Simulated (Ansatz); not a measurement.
Which YAML input does this script hand to the engine? (Ansatz's Python interface)

`run_scf.py`
```python
'''Self-consistent field of AlInSb2 at the given structure.'''

from collections import Counter

import ansatz as az
import numpy as np

config = {
    'kgrid': (4, 4, 3),
    'smearing': 'fixed',
}

xtal = (
    az.Lattice.from_parameters(4.50617, 4.50617, 6.34882, alpha=90, beta=90, gamma=90)
    .space_group(115, hermann_mauguin='P-4m2')
    .atom('Al', [0.0, 0.0, 0.0])
    .atom('In', [0.5, 0.5, 0.5])
    .atom('Sb', [0.0, 0.5, 0.23337])
)

# the calculation
job = (
    xtal.calculation()
    .functional(az.Functional.PBESOL)
    .kpoints(*config['kgrid'])
    .occupations(config['smearing'])
    .compute(stress=True)
)
out = job.run()
r = out.report

energy = r['free_energy_ev']
print('AlInSb2: {:.6f} eV = {:.6f} Ry = {:.6f} Ha'.format(energy, energy / 13.605693, energy / 27.211386))
print('Fermi level {:.4f} eV, {} k-points, {} symmetry operations'.format(r['fermi_energy_ev'], r['n_kpoints'], r['n_symmetry_ops']))

told = Counter((n['data']['severity'], n['data']['kind']) for n in out.notices if n['event'] == 'notice')
for (severity, kind), count in sorted(told.items()):
    print(f'{severity:8s} {kind} x{count}')

# principal values and the von Mises stress of the deviator
principal = np.linalg.eigvalsh(np.array(r['stress_gpa']))
mises = np.sqrt(0.5 * sum((principal[i] - principal[i - 1]) ** 2 for i in range(3)))
print('principal stresses (GPa, compression positive):', np.round(principal, 3))
print(f'mean {principal.mean():.3f} GPa, von Mises {mises:.3f} GPa, PV = {principal.mean() * r["setup"]["cell_volume_ang3"] / 160.21766:.4f} eV')
```

```console
$ python run_scf.py
DeckWarning: basis.ecutwfc = 420 eV, auto-derived from the records' recommended cutoffs: set by Al (normal level)
AlInSb2: -18866.394406 eV = -1386.654425 Ry = -693.327213 Ha
Fermi level 6.4699 eV, 12 k-points, 8 symmetry operations
audit    band_cg_iterations x1
audit    loop_bands_changed x1
audit    preconditioner_resolved x1
principal stresses (GPa, compression positive): [-1.102 -0.525 -0.525]
mean -0.717 GPa, von Mises 0.577 GPa, PV = -0.5769 eV
```
(Warnings from the package without file and line.)

`input.yaml`:
```yaml
crystal:
  lattice: { a: 4.50617, b: 4.50617, c: 6.34882, alpha: 90.0, beta: 90.0, gamma: 90.0 }
  space_group: 115
  setting: { hermann_mauguin: P-4m2 }
  atoms:
    - { symbol: Al, position: [0.0, 0.0, 0.0] }
    - { symbol: In, position: [0.5, 0.5, 0.5] }
    - { symbol: Sb, position: [0.0, 0.5, 0.23337] }
kpoints:
  mp_grid: { grid: [4, 4, 3] }
hamiltonian:
  xc: pbesol
scf:
  occupations: { method: fixed }
output:
  stress: true
```

The program run on that file:
```console
$ ansatz run input.yaml --threads 1 --pin off --max-ram 3072MiB --backend cpu --events-out ev --progress --plain --runs-dir out
crystal.space_group: 115 is read as P-4m2: the typed cell holds Al1In1Sb2 (Al 1a, In 1c, Sb 2g). Least distances (Å): Al–Al 4.506, Al–In 4.498, Al–Sb 2.697, In–In 4.506, In–Sb 2.818, Sb–Sb 4.351
crystal.space_group generates its sites in this order, which a site index counts, at these fractional coordinates of the primitive cell where crystal.reduce_to_primitive is true, and else of the cell that is read (crystal.supercell repeats the list replica by replica, and crystal.defects acts on that): 0: Al [0.000000, 0.000000, 0.000000]; 1: In [0.500000, 0.500000, 0.500000]; 2: Sb [0.000000, 0.500000, 0.233370]; 3: Sb [0.500000, 0.000000, 0.766630];
Engine: ansatz 0.2.0, aarch64-unknown-linux-gnu
Pseudopotentials: kind: paw
Pseudopotential: Al, paw, valence charge 3, recommended cutoff 420 eV (normal), Al.paw.azcp
Pseudopotential: In, paw, valence charge 13, recommended cutoff 420 eV (normal), In.paw.azcp
Pseudopotential: Sb, paw, valence charge 15, recommended cutoff 420 eV (normal), Sb.paw.azcp
Functional definition: PBEsol
  exchange = pbesol_x
  correlation = pbesol_c
Crystal: 4 atoms, lattice volume = 128.916 Å³
Basis set: ecut = 420 eV, 2501 PW (Γ)
Bands: 28, of which v1, the nominal top of the filled ones, is band 23 counted from 1 (22 counted from 0)
Symmetry: 8 space group operations
Space group: P-4m2 (ITA 115), of the structure as read, at distance tolerance 5.1e-5 Å
k-points: 12 of 48 (time reversal used)
Non-local potential: Al, projectors of the file, l = 0: 2, l = 1: 2, l = 2: 1
Non-local potential: In, projectors of the file, l = 0: 2, l = 1: 2, l = 2: 2, l = 3: 2
Non-local potential: Sb, projectors of the file, l = 0: 2, l = 1: 2, l = 2: 2, l = 3: 2
PAW form: soft (Blöchl's): semilocal exchange-correlation on the pseudo side does not see the compensation charge
PAW frozen core: Al, regenerated for the run's functional, and the local potential with it (the file was generated under x = pbe(κ = 0.804, μ = 0.2195149727645171), c = pbe(β = 0.06672455060314922))
PAW frozen core: In, regenerated for the run's functional, and the local potential with it (the file was generated under x = pbe(κ = 0.804, μ = 0.2195149727645171), c = pbe(β = 0.06672455060314922))
PAW frozen core: Sb, regenerated for the run's functional, and the local potential with it (the file was generated under x = pbe(κ = 0.804, μ = 0.2195149727645171), c = pbe(β = 0.06672455060314922))
PAW one-centre angular grid: Al, 110 points (default); XC on 64 Gauss nodes
PAW one-centre angular grid: In, 590 points (default); XC on 64 Gauss nodes
PAW one-centre angular grid: Sb, 590 points (default); XC on 64 Gauss nodes
Initial density: superposition of atomic densities (neutral atoms: chi_scale 0, normalization atom), corrected by the library's trained network
Initial wavefunctions: pseudopotential atomic-orbital guess
Functional: x = pbesol(κ = 0.804, μ = 0.12345679012345678), c = pbesol(β = 0.046)
SCF iter   1: F=—  HF=-18866.401979 eV  |F-HF|=—  |Δ(HF+E_count)|=         —  Δρ=3.03e-3  dr2=1.69e-2  ethr=1.77e-3  ⟨swp⟩=5.0  Hψ=1284  notcnv=0  defer=33
preconditioner: auto → Resta (q_TF=auto, 2.298 Å⁻¹)  ε∞=3.2  [insulator: Δε(μ)=0.395 eV  Ē_g=11.258 eV  n_scr=28 (ndim 8)  ℏωp=16.7 eV  f_vac=0.060  ε∞_Penn≈3.2]
SCF iter   2: F=—  HF=-18866.395023 eV  |F-HF|=—  |Δ(HF+E_count)|=   6.96e-3  Δρ=1.59e-3  dr2=4.93e-3  ethr=3.67e-5  ⟨swp⟩=2.2  Hψ=581  notcnv=0  defer=34
SCF iter   3: F=—  HF=-18866.394347 eV  |F-HF|=—  |Δ(HF+E_count)|=   6.76e-4  Δρ=4.37e-4  dr2=2.68e-4  ethr=1.07e-5  ⟨swp⟩=3.4  Hψ=641  notcnv=0  defer=22
automatic band count: iteration 3 solves 27 bands in place of 28: the levels show a gap, and the empty bands left out lie too high to hold charge; the band table lists the bands solved (type scf.n_extra_bands for more)
SCF iter   4: F=—  HF=-18866.394381 eV  |F-HF|=—  |Δ(HF+E_count)|=   3.37e-5  Δρ=1.65e-4  dr2=6.69e-5  ethr=5.82e-7  ⟨swp⟩=2.0  Hψ=622  notcnv=0  defer=22
SCF iter   5: F=—  HF=-18866.394402 eV  |F-HF|=—  |Δ(HF+E_count)|=   2.15e-5  Δρ=4.71e-5  dr2=3.64e-6  ethr=1.45e-7  ⟨swp⟩=2.0  Hψ=479  notcnv=0  defer=17
SCF iter   6: F=—  HF=-18866.394406 eV  |F-HF|=—  |Δ(HF+E_count)|=   3.53e-6  Δρ=1.52e-5  dr2=3.79e-7  ethr=7.92e-9  ⟨swp⟩=2.0  Hψ=600  notcnv=0  defer=22
SCF iter   7: F=-18866.394406 eV  HF=-18866.394406 eV  |F-HF|=2.13e-8  |Δ(HF+E_count)|=   1.51e-7  Δρ=3.75e-6  dr2=2.36e-8  ethr=2.80e-10  ⟨swp⟩=5.0  Hψ=1239  notcnv=0
SCF 1 converged in 7 iterations: F = -18866.394406 eV  dr2 = 2.36e-8
  greatest PAW one-centre occupation: 0.996 electrons in one spin orbital (limit 2), on the Sb atom at site 3 (counted from 0), in its partial waves of l = 2
SCF converged after 7 iterations
Free energy (F): -18866.394406 eV
Harris-Foulkes:  -18866.394406 eV  (|F-HF|=2.13e-8)
Internal energy: -18866.394406 eV  (E = F + TS)
E sigma→0 (E₀):  -18866.394406 eV
Fermi energy:    6.469892 eV
--- Per-component energies (eV) ---
  E_band       = -482.972439
  E_kinetic    = 680.594346
  E_local      = -5311.456747  (includes V_loc(G=0)·N_el)
  E_nonlocal   = 1108.966658
  E_hartree    = 2329.923947
  E_xc         = -526.177855
  E_vxc        = -320.306976  (∫ρ·V_xc dr)
  E_paw        = -13541.288180  (= ΣΔE_a)
  E_vpaw       = -1300.616637  (= ΣTr[D̂ρ^β])
  E_aug_tail   = 0.000019  (compensation charges beyond the density's cutoff)
  E_ewald      = -3607.875350
  E_core_change = 0.918756  (= ΣΔE_core)
  E_smearing   = -0.000000  (= −TS)
  E_closure    = -0.000000  (closes the sum)
  Σ components = -18866.394406   (vs F -18866.394406, Δ=0.00e0)
--- Stress (GPa, compression-positive) ---
       -0.524630      -0.000000       0.000000
       -0.000000      -0.524630       0.000000
        0.000000       0.000000      -1.101511
  P = ⅓ Tr σ = -0.7169 GPa (-7.169 kbar)
```

Notes:
- Total energies depend on the potentials; only differences at equal settings carry meaning. A total without «per atom» is that of the cell as typed.
- With fixed filling the reported Fermi level is the top filled level among the k-points of the SCF.
- An absolute Fermi energy rests on an arbitrary zero of the periodic potential and has no direct meaning.
- The structure comes from a database of computed cells and needn't be a stable or known phase.
- Wall time of the script: 4.7 s on 1 thread of Arm Neoverse V1, with other jobs on the host, peak memory 0.4 GiB.

(Lines on the test bed's own set-up are left out of the output.)
